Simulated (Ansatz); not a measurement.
# AuBr3 (ReO3 type): one cell under locks on the spin

Task: run AuBr3 (ReO3 type) at one cell with the spin set up in several ways. Cell and atoms stay fixed. The cell was built by placing the elements on the sites of a structure type; the runs don't test whether it is the stable form.

Program: Ansatz 0.2.0. Level of theory: DFT LDA+U (U_eff = 6 eV on Au d), plane waves, PAW, no spin–orbit coupling unless a run says so. These are calculated values, not measurements.

## 1. The starting structure

Symmetry: Pm-3m, No. 221, cubic system. The conventional cell has a = 5.657 Å, b = 5.657 Å, c = 5.657 Å, α = 90.00°, β = 90.00°, γ = 90.00°. Au (site symmetry m-3m) is surrounded by 6 Br at 2.83 Å. Around Br (site symmetry 4/mmm) lie 2 Au at 2.83 Å.

Coordinates:

```xyz
4
Lattice="5.6572 0.0000 0.0000 0.0000 5.6572 0.0000 0.0000 0.0000 5.6572" Properties=species:S:1:pos:R:3 pbc="T T T"
Au    0.0000    0.0000    0.0000
Br    2.8286    0.0000    0.0000
Br    0.0000    0.0000    2.8286
Br    0.0000    2.8286    0.0000
```

The runs: ferromagnetic start, free, symmetry kept, no search; ferromagnetic start, free, natural orbitals of the symmetric run filled by rank; site moments held (series factor 0.3; the input gives the size); no spin polarisation; total moment locked at zero, no site moments, 0.00 μB per cell.

## 2. Ferromagnetic start, free, symmetry kept, no search

input.yaml reads:

```yaml
crystal:
  lattice:
    - [5.65721963, 0.0, 0.0]
    - [0.0, 5.65721963, 0.0]
    - [0.0, 0.0, 5.65721963]
  atoms:
    - { symbol: Au, position: [0.0, 0.0, 0.0], spin: 2.0 }
    - { symbol: Br, position: [0.5, 0.0, 0.0] }
    - { symbol: Br, position: [0.0, 0.0, 0.5] }
    - { symbol: Br, position: [0.0, 0.5, 0.0] }
basis:
  ecutwfc: 420
  ecutrho_ratio: 4
kpoints:
  mp_grid: { grid: [4, 4, 4] }
hamiltonian:
  xc: lda
  hubbard: { sites: [{ site: 0, l: d, u_eff: 6.0 }] }
scf:
  occupations: { method: gaussian, width: 0.05 }
  lower_state_search: "off"
  max_iter: 150
output:
  forces: true
  stress: true
  eigenvalues: true
  populations: true
  hubbard: { sites: [{ site: 0, l: d }] }
magnetization:
  spin_polarized: true
```

Launch:

```console
$ ansatz run input.yaml --threads 2 --pin off --max-ram 3072MiB --backend cpu --events-out ev --progress --plain --runs-dir out
```

The log of the run, cut to the lines that bear on the results:

```text
Warning: RAYON_NUM_THREADS=2 ignored (pool sized by the plan → 2); use --threads N
Au: projections on atomic orbitals take those of the free atom [Kr 4d10 4f14] 5s2 5p6 5d10 6s1, of charge +0.00 (hamiltonian.pseudopotentials.projection_atoms); the dataset's partial waves leave at most 9.9e-5 of an orbital's norm unspanned inside its sphere
Br: projections on atomic orbitals take those of the free atom [Ar 3d10] 4s2 4p5, of charge +0.00 (hamiltonian.pseudopotentials.projection_atoms); the dataset's partial waves leave at most 2.8e-6 of an orbital's norm unspanned inside its sphere
[...]
Pseudopotentials: kind: paw
Pseudopotential: Au, paw, valence charge 19, recommended cutoff 420 eV (normal), Au.paw.azcp
Pseudopotential: Br, paw, valence charge 7, recommended cutoff 420 eV (normal), Br.paw.azcp
Functional definition: SPW92
[...]
Crystal: 4 atoms, lattice volume = 181.054 Å³
Basis set: ecut = 420 eV, 3575 PW (Γ)
Bands: 26, of which v1, the nominal top of the filled ones, is band 20 counted from 1 (19 counted from 0)
Symmetry: 48 space group operations
Space group: Pm-3m (ITA 221), of the structure as read, at distance tolerance 5.7e-5 Å
Magnetic group: BNS 221.92 (UNI 1594), of the structure as read, at distance tolerance 5.7e-5 Å
k-points: 10 of 64
[...]
Starting moments: Σ|m| = 2 μB on 1 of 4 sites
[...]
Free energy (F): -20943.703388 eV
[...]
E sigma→0 (E₀):  -20943.698726 eV
Entropy (-TS):   -0.009323 eV (-2.331 meV/atom)
Fermi energy:    -0.575494 eV
[...]
--- Forces (eV/Å), atoms counted from 1 ---
  atom   1  Au     0.00000000    -0.00000000     0.00000000
  atom   2  Br    -0.00000000    -0.00000000     0.00000000
  atom   3  Br     0.00000000     0.00000000     0.00000000
  atom   4  Br     0.00000000     0.00000000     0.00000000
[...]
--- Stress (GPa, compression-positive) ---
       -5.065733      -0.000000       0.000000
        0.000000      -5.065733      -0.000000
        0.000000       0.000000      -5.065733
  P = ⅓ Tr σ = -5.0657 GPa (-50.657 kbar)
--- Band table (eV; the first three rows and the last of 20) ---
[... band rows left out ...]
[...]
Occupation matrices written to <dir>
--- Löwdin populations: 4 sites ---
  site symbol       q [e]    m [muB]
     0     Au     18.4710     0.0278
     1     Br      7.1332     0.3027
     2     Br      7.1332     0.3027
     3     Br      7.1332     0.3027
  spilling = 0.003232 (of n_electrons = 40.000000)
--- Occupation matrices: 1 shell (run DFT+U table (all-electron-ortho-atomic); ε = 1.64e-4) ---
  Au0 d_5D: site group Oh (m-3m)
  Au0 d_5D up     Tr n = 4.8861  λ = 0.945 0.945 0.999 0.999 0.999  [2× z2 0.50 (Eg 1.00) Eg(1.00) | 3× xz 0.33 (T2g 1.00) T2g(1.00)]
  Au0 d_5D dn     Tr n = 4.8471  λ = 0.926 0.926 0.999 0.999 0.999  [2× z2 0.50 (Eg 1.00) Eg(1.00) | 3× xz 0.33 (T2g 1.00) T2g(1.00)]
  Tr n, λ and their labels are of the run-group-symmetrised matrices; stabiliser: 48 of 96 elements of G0×{1,Θ} (closed), max defect 3.3e-15 at τ = 3.5e-5
```

It took 5.7 s on 2 threads of Intel Xeon Platinum 8175M at 2.50GHz (Skylake/Cascade Lake), shared host; peak memory 0.49 GiB.

End state: no gap, pressure -5.1 GPa, moments in spheres Br 0.24 μB, largest force component 0.00 eV/Å, 48 symmetry operations imposed.

The shells' filling, with natural orbitals sorted by occupation:

```csv
shell,channel,electrons,over 0.8,0.2 to 0.8,under 0.2
Au 5d (atom 1),up,4.89,5,0,0
Au 5d (atom 1),down,4.85,5,0,0
```

## 3. Ferromagnetic start, free, natural orbitals of the symmetric run filled by rank

Changes to input.yaml since step 2:

```diff
@@ -17,3 +17,21 @@
   xc: lda
-  hubbard: { sites: [{ site: 0, l: d, u_eff: 6.0 }] }
+  hubbard:
+    sites:
+      - { site: 0, l: d, u_eff: 6.0, starting_ns: [{ spin: up, occupation_matrix: s0up }, { spin: down, occupation_matrix: s0down }] }
+    occupation_matrices:
+      s0up:
+        matrix:
+          - [0.97, 0.0, 0.0, 0.0, 0.0]
+          - [0.0, 0.97, 0.0, 0.0, 0.0]
+          - [0.0, 0.0, 0.97, 0.0, 0.0]
+          - [0.0, 0.0, 0.0, 0.97, 0.0]
+          - [0.0, 0.0, 0.0, 0.0, 0.97]
+      s0down:
+        matrix:
+          - [0.02, 0.0, 0.0, 0.0, 0.0]
+          - [0.0, 0.97, 0.0, 0.0, 0.0]
+          - [0.0, 0.0, 0.97, 0.0, 0.0]
+          - [0.0, 0.0, 0.0, 0.02, 0.0]
+          - [0.0, 0.0, 0.0, 0.0, 0.97]
+    ns_hold: { iters: 10 }
 scf:
@@ -28,2 +46,6 @@
   hubbard: { sites: [{ site: 0, l: d }] }
+  write_density: true
+  write_potential: true
+  elf: true
+  volumetric_format: npy
 magnetization:
```

The typed matrices put 0.97 on the chosen orbitals and 0.02 on the others, and are held for 10 cycles.

Launch:

```console
$ ansatz run input.yaml --threads 2 --pin off --max-ram 3072MiB --backend cpu --events-out ev --progress --plain --runs-dir out
```

The log of the run, cut to the lines that bear on the results:

```text
Warning: RAYON_NUM_THREADS=2 ignored (pool sized by the plan → 2); use --threads N
Au: projections on atomic orbitals take those of the free atom [Kr 4d10 4f14] 5s2 5p6 5d10 6s1, of charge +0.00 (hamiltonian.pseudopotentials.projection_atoms); the dataset's partial waves leave at most 9.9e-5 of an orbital's norm unspanned inside its sphere
Br: projections on atomic orbitals take those of the free atom [Ar 3d10] 4s2 4p5, of charge +0.00 (hamiltonian.pseudopotentials.projection_atoms); the dataset's partial waves leave at most 2.8e-6 of an orbital's norm unspanned inside its sphere
[...]
[... 4 set-up lines as earlier in the session ...]
[...]
Crystal: 4 atoms, lattice volume = 181.054 Å³
Basis set: ecut = 420 eV, 3575 PW (Γ)
Bands: 26, of which v1, the nominal top of the filled ones, is band 20 counted from 1 (19 counted from 0)
[... 1 set-up line as earlier in the session ...]
[...]
WARN: hamiltonian.hubbard: on 1 of 2 specified blocks the occupation matrix of this SCF's result fails the test of the specified filling. At site 0 ↓ (sites count from 0 in the list of atoms of the cell that this SCF solves) the least filled combination of the orbitals specified full has [...]
  P = ⅓ Tr σ = -5.0657 GPa (-50.657 kbar)
--- Band table (eV; the first three rows and the last of 20) ---
[... band rows left out ...]
[...]
Occupation matrices written to <dir>
--- Löwdin populations: 4 sites ---
  site symbol       q [e]    m [muB]
     0     Au     18.4710     0.0278
     1     Br      7.1332     0.3027
     2     Br      7.1332     0.3027
     3     Br      7.1332     0.3027
  spilling = 0.003232 (of n_electrons = 40.000000)
--- Occupation matrices: 1 shell (run DFT+U table (all-electron-ortho-atomic); ε = 4.38e-5) ---
  Au0 d_5D: site group Oh (m-3m)
  Au0 d_5D up     Tr n = 4.8861  λ = 0.945 0.945 0.999 0.999 0.999  [2× z2 0.50 (Eg 1.00) Eg(1.00) | 3× xz 0.33 (T2g 1.00) T2g(1.00)]
  Au0 d_5D dn     Tr n = 4.8471  λ = 0.926 0.926 0.999 0.999 0.999  [2× z2 0.50 (Eg 1.00) Eg(1.00) | 3× xz 0.33 (T2g 1.00) T2g(1.00)]
  specified occupation → Au0 d_5D up: matrix, ‖Δ‖_F = 0.0610, Tr Δ = -0.0361, displaced = 0.0681, d_λ = 0.0610; orbital distance = 0.0000
  specified occupation → Au0 d_5D dn: matrix, ‖Δ‖_F = 1.2817, Tr Δ = -1.8971, displaced = 0.9485, d_λ = 1.2817; orbital distance = 0.0000
  Tr n, λ and their labels are of the run-group-symmetrised matrices; stabiliser: 48 of 96 elements of G0×{1,Θ} (closed), max defect 3.4e-15 at τ = 9.3e-6
```

It took 8.6 s on 2 threads of Intel Xeon Platinum 8175M at 2.50GHz (Skylake/Cascade Lake), shared host; peak memory 0.49 GiB.

Result: no gap, pressure -5.1 GPa, moments in spheres Br 0.24 μB, largest force component 0.00 eV/Å, 48 symmetry operations imposed. The program reports that the typed filling wasn't kept.

How the shells are filled (orbitals counted by the eigenvalues of the occupation matrices):

```csv
shell,channel,electrons,over 0.8,0.2 to 0.8,under 0.2
Au 5d (atom 1),up,4.89,5,0,0
Au 5d (atom 1),down,4.85,5,0,0
```

Density in a lattice plane of the grid's cell (edges 5.66 and 5.66 Å, at 0.000 of the third edge), which holds Au and Br.

Ten even steps from '0' (0.00 e/Å³) to '9' (14.92 e/Å³):
```
764100000000000000000146
432000000000000000000023
110000000000000000000001
000000000000000000000000
000000000000000000000000
000000000000000000000000
000000000000000000000000
000000000000000000000000
000000000000000000000000
000000000000000000000000
000000000000000000000000
000000000000000000000000
000000000000000000000000
000000000000000000000000
000000000000000000000000
000000000000000000000000
110000000000000000000001
432000000000000000000023
764100000000000000000146
985200000000000000000258
```
Columns run along the first of these edges and rows up along the second, over one cell in 24 and 20 even steps from the bottom left corner. Atoms in the plane (fractional): Au at (0.00, 0.00), Br at (0.50, 0.00), Br at (0.00, 0.50).

ELF in the same plane.

Values, 12 rows by 12 columns:
```
0.59 0.54 0.31 0.22 0.70 0.72 0.41 0.72 0.70 0.22 0.31 0.54
0.36 0.31 0.20 0.13 0.54 0.86 0.90 0.86 0.54 0.13 0.20 0.31
0.26 0.22 0.13 0.06 0.17 0.61 0.74 0.61 0.17 0.06 0.13 0.22
0.73 0.70 0.54 0.17 0.03 0.10 0.24 0.10 0.03 0.17 0.54 0.70
0.19 0.72 0.86 0.61 0.10 0.01 0.01 0.01 0.10 0.61 0.86 0.72
0.03 0.41 0.90 0.74 0.24 0.01 0.00 0.01 0.24 0.74 0.90 0.41
0.19 0.72 0.86 0.61 0.10 0.01 0.01 0.01 0.10 0.61 0.86 0.72
0.73 0.70 0.54 0.17 0.03 0.10 0.24 0.10 0.03 0.17 0.54 0.70
0.26 0.22 0.13 0.06 0.17 0.61 0.74 0.61 0.17 0.06 0.13 0.22
0.36 0.31 0.20 0.13 0.54 0.86 0.90 0.86 0.54 0.13 0.20 0.31
0.59 0.54 0.31 0.22 0.70 0.72 0.41 0.72 0.70 0.22 0.31 0.54
0.78 0.59 0.36 0.26 0.73 0.19 0.03 0.19 0.73 0.26 0.36 0.59
```
Columns run along the first of these edges and rows up along the second, over one cell in 12 and 12 even steps from the bottom left corner. Atoms in the plane (fractional): Au at (0.00, 0.00), Br at (0.50, 0.00), Br at (0.00, 0.50).

Both are smooth fields of the valence electrons: close to the nuclei they are not physical.

Spin density (up less down) in a lattice plane of the grid's cell (edges 5.66 and 5.66 Å, at 0.000 of the third edge), which holds Au and Br.

Values in e/Å³, 12 rows by 12 columns:
```
 0.04  0.01  0.00  0.00  0.02  0.05  0.05  0.05  0.02  0.00  0.00  0.01
 0.01  0.00  0.00  0.00  0.01  0.02  0.03  0.02  0.01  0.00  0.00  0.00
 0.00  0.00  0.00  0.00  0.00  0.00  0.01  0.00  0.00  0.00  0.00  0.00
 0.02  0.02  0.01  0.00  0.00  0.00  0.00  0.00  0.00  0.00  0.01  0.02
 0.03  0.05  0.02  0.00  0.00  0.00  0.00  0.00  0.00  0.00  0.02  0.05
-0.02  0.05  0.03  0.01  0.00  0.00  0.00  0.00  0.00  0.01  0.03  0.05
 0.03  0.05  0.02  0.00  0.00  0.00  0.00  0.00  0.00  0.00  0.02  0.05
 0.02  0.02  0.01  0.00  0.00  0.00  0.00  0.00  0.00  0.00  0.01  0.02
 0.00  0.00  0.00  0.00  0.00  0.00  0.01  0.00  0.00  0.00  0.00  0.00
 0.01  0.00  0.00  0.00  0.01  0.02  0.03  0.02  0.01  0.00  0.00  0.00
 0.04  0.01  0.00  0.00  0.02  0.05  0.05  0.05  0.02  0.00  0.00  0.01
 0.02  0.04  0.01  0.00  0.02  0.03 -0.02  0.03  0.02  0.00  0.01  0.04
```
Columns run along the first of these edges and rows up along the second, over one cell in 12 and 12 even steps from the bottom left corner. Atoms in the plane (fractional): Au at (0.00, 0.00), Br at (0.50, 0.00), Br at (0.00, 0.50).

Maxima of ELF outside the ion cores: 0.91 beside Br, off the lines to its neighbours, 0.9 Å from Br.

(Part 1 of 2 ends here.)
